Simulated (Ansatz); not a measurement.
# B2H8N2Si: up Jacob's ladder to CCSD(T)

How much do the methods differ for B2H8N2Si? The plan is to run it at one geometry with functionals of several rungs and with coupled cluster, and see how far each lands from CCSD(T) at the basis-set limit for the atomisation energy.

Program: Ansatz 0.2.0, Gaussian basis. Level of theory: functionals in def2-TZVPP, the program's frozen cores in correlated methods. These are calculated values, not measurements.

Plan: PBE-D4, r2SCAN-D4, PBE0-D4, B3LYP-D4, ωB97X-V, ωB97M-V, B2PLYP; CCSD(T)/def2-TZVPP; MP2/def2-QZVPP; extrapolation to the limit.

## (1) The relaxed structure

An earlier PBE0-D4 in a triple-zeta def2 set relaxation fixed the geometry.

SMILES `BNBN[SiH3]`, 13 atoms, charge 0, spin multiplicity 1.

Atoms are counted from 1 here; the program's logs count them from 0.

Bond lengths: B1–N2 1.402 Å, B1–H6 1.196 Å, B1–H7 1.197 Å, N2–B3 1.445 Å, N2–H8 1.010 Å, B3–N4 1.409 Å, B3–H9 1.200 Å, N4–Si5 1.744 Å, N4–H10 1.010 Å, Si5–H11 1.483 Å, Si5–H12 1.488 Å, Si5–H13 1.484 Å. Angles: N2–B1–H6 119.8°, N2–B1–H7 119.8°, H6–B1–H7 120.4°, B1–N2–B3 129.9°, B1–N2–H8 116.0°, B3–N2–H8 113.9°, N2–B3–N4 124.0°, N2–B3–H9 117.6°, N4–B3–H9 118.4°, B3–N4–Si5 134.3°, B3–N4–H10 112.7°, Si5–N4–H10 112.6°, N4–Si5–H11 111.0°, N4–Si5–H12 105.3°, N4–Si5–H13 113.4°, H11–Si5–H12 109.4°, H11–Si5–H13 109.4°, H12–Si5–H13 108.1°.

Geometry (Å):

```xyz
13
B2H8N2Si
B    -0.9270   -0.3531    1.6298
N     0.3037   -0.9357    1.2973
B     0.9869   -0.9961    0.0259
N     0.6822   -0.1685   -1.0734
Si   -0.3031    1.2543   -1.2901
H    -1.5614    0.2158    0.7900
H    -1.3495   -0.4499    2.7454
H     0.7542   -1.4658    2.0290
H     1.8757   -1.7946   -0.0897
H     1.2382   -0.3824   -1.8884
H    -0.1847    2.1649   -0.1255
H     0.2403    1.9267   -2.5016
H    -1.7352    0.9493   -1.5338
```

## (2) PBE-D4 (GGA)

Input file in.yaml:

```yaml
crystal:
  periodic: [false, false, false]
  atoms:
    - {symbol: B, position_ang: [-0.926968, -0.353051, 1.629794]}
    - {symbol: N, position_ang: [0.303701, -0.935708, 1.297269]}
    - {symbol: B, position_ang: [0.986931, -0.996065, 0.025878]}
    - {symbol: N, position_ang: [0.682213, -0.168529, -1.073397]}
    - {symbol: Si, position_ang: [-0.303090, 1.254298, -1.290080]}
    - {symbol: H, position_ang: [-1.561435, 0.215802, 0.789991]}
    - {symbol: H, position_ang: [-1.349492, -0.449904, 2.745428]}
    - {symbol: H, position_ang: [0.754187, -1.465834, 2.029045]}
    - {symbol: H, position_ang: [1.875719, -1.794579, -0.089677]}
    - {symbol: H, position_ang: [1.238183, -0.382377, -1.888435]}
    - {symbol: H, position_ang: [-0.184747, 2.164942, -0.125510]}
    - {symbol: H, position_ang: [0.240260, 1.926731, -2.501565]}
    - {symbol: H, position_ang: [-1.735164, 0.949273, -1.533843]}
basis:
  gaussian: {orbitals: def2-TZVPP}
hamiltonian: {xc: pbe, dispersion: d4}
output: {forces: true, orbitals: {seedname: orbitals}}
```

Started as:

```console
$ ansatz run in.yaml --threads 4 --pin off --events-out ev --progress --plain --max-ram 10444MiB
```

Further steps of the session: r2SCAN-D4 (meta-GGA); PBE0-D4 (hybrid); B3LYP-D4 (hybrid); ωB97X-V (range-separated); ωB97M-V (range-separated); B2PLYP (double hybrid); CCSD(T) in def2-TZVPP; MP2 in def2-QZVPP.

Q: Predict the results of all the runs planned. Wanted: atomisation energy, CCSD(T)/CBS; farthest; mean size of error, hybrid; mean size of error, range-separated; gap, smallest and largest; T1 diagnostic; triples share of the correlation energy.

As calculated:

```
                               quantity                                 value
        atomisation energy, CCSD(T)/CBS                             48.726 eV
    functionals within 0.244 eV (0.5 %)            r2SCAN-D4, PBE0-D4, B2PLYP
                               farthest                    PBE-D4 (+0.695 eV)
             mean size of error, hybrid                              0.339 eV
    mean size of error, range-separated                              0.473 eV
              gap, smallest and largest  5.03 eV (PBE-D4), 11.78 eV (ωB97X-V)
                          T1 diagnostic                                0.0127
triples share of the correlation energy                                 3.7 %
```

In words: PBE-D4 is off by +0.695 eV. Double hybrids carry the basis error of their MP2 part in triple zeta, and no dispersion term here, so their miss is partly the set-up's. Misses under about 0.244 eV are within the doubt on the reference itself, which lacks core-valence correlation, relativity and higher excitations. Hartree-Fock recovers 75 % of the binding; the rest is correlation. The gap grows from 5.0 to 11.8 eV across the functionals, mostly with the share of exact exchange.
